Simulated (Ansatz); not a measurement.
# CH6AlNOS: the cost of one run

Method: the settings change from run to run; program: Ansatz 0.2.0, Gaussian basis.

## 1. The molecule

The geometry comes from an earlier relaxation with PBE0-D4 in a triple-zeta def2 set; it is a stationary point, not always the lowest conformer.

11 atoms, charge 0, spin multiplicity 1.

Atoms are counted from 1 here; the program's logs count them from 0.

Bond lengths: N1–C2 1.470 Å, N1–H6 1.012 Å, N1–H7 1.012 Å, C2–Al3 1.971 Å, C2–H8 1.096 Å, C2–H9 1.096 Å, Al3–O4 1.693 Å, Al3–S5 2.194 Å, O4–H10 0.955 Å, S5–H11 1.345 Å. Angles: C2–N1–H6 111.2°, C2–N1–H7 111.2°, H6–N1–H7 106.8°, N1–C2–Al3 118.0°, N1–C2–H8 108.2°, N1–C2–H9 108.3°, Al3–C2–H8 108.9°, Al3–C2–H9 108.9°, H8–C2–H9 103.5°, C2–Al3–O4 120.8°, C2–Al3–S5 120.1°, O4–Al3–S5 119.0°, Al3–O4–H10 125.5°, Al3–S5–H11 91.8°.

As a file:

```xyz
11

N    -0.7806   -1.2374    1.2171
C     0.4237   -0.9815    0.4143
Al    0.4767    0.6594   -0.6758
O     1.8326    1.0313   -1.6191
S    -1.2327    2.0351   -0.6796
H    -1.6040   -1.2994    0.6318
H    -0.9462   -0.4882    1.8772
H     0.5919   -1.8467   -0.2372
H     1.2913   -0.9916    1.0838
H     1.9290    1.8054   -2.1702
H    -1.9165    1.2566    0.1782
```

## 2. wB97X/aug-cc-pVDZ

Options: unrestricted orbitals, atoms shaken by 0.15 Å, high accuracy.

Contents of in.yaml:

```yaml
crystal:
  periodic: [false, false, false]
  atoms:
    - {symbol: N, position_ang: [-0.776713, -1.451399, 1.149644]}
    - {symbol: C, position_ang: [0.464045, -1.283041, 0.583470]}
    - {symbol: Al, position_ang: [0.414438, 0.523707, -0.667626]}
    - {symbol: O, position_ang: [2.089038, 0.958362, -1.472625]}
    - {symbol: S, position_ang: [-1.035571, 2.154820, -0.520301]}
    - {symbol: H, position_ang: [-1.870294, -1.318262, 0.514622]}
    - {symbol: H, position_ang: [-1.021111, -0.396666, 1.388858]}
    - {symbol: H, position_ang: [0.611686, -1.890098, -0.180781]}
    - {symbol: H, position_ang: [1.127832, -1.111784, 1.094597]}
    - {symbol: H, position_ang: [2.096175, 2.030676, -2.411536]}
    - {symbol: H, position_ang: [-1.861134, 1.183676, 0.235157]}
basis:
  gaussian: {orbitals: aug-cc-pVDZ}
magnetization: {spin_polarized: true, initial_magnetization: 0}
hamiltonian: {xc: {name: wB97X}}
accuracy: high
output: {forces: true}
```

The run is started by

```sh
$ ansatz run in.yaml --threads 4 --pin off --events-out ev --progress --plain --max-ram 10444MiB
```

Q: Estimate wall time and peak memory on 4 threads of Arm Neoverse V1, shared host.

About 61 s, with a peak of 2.3 GiB.
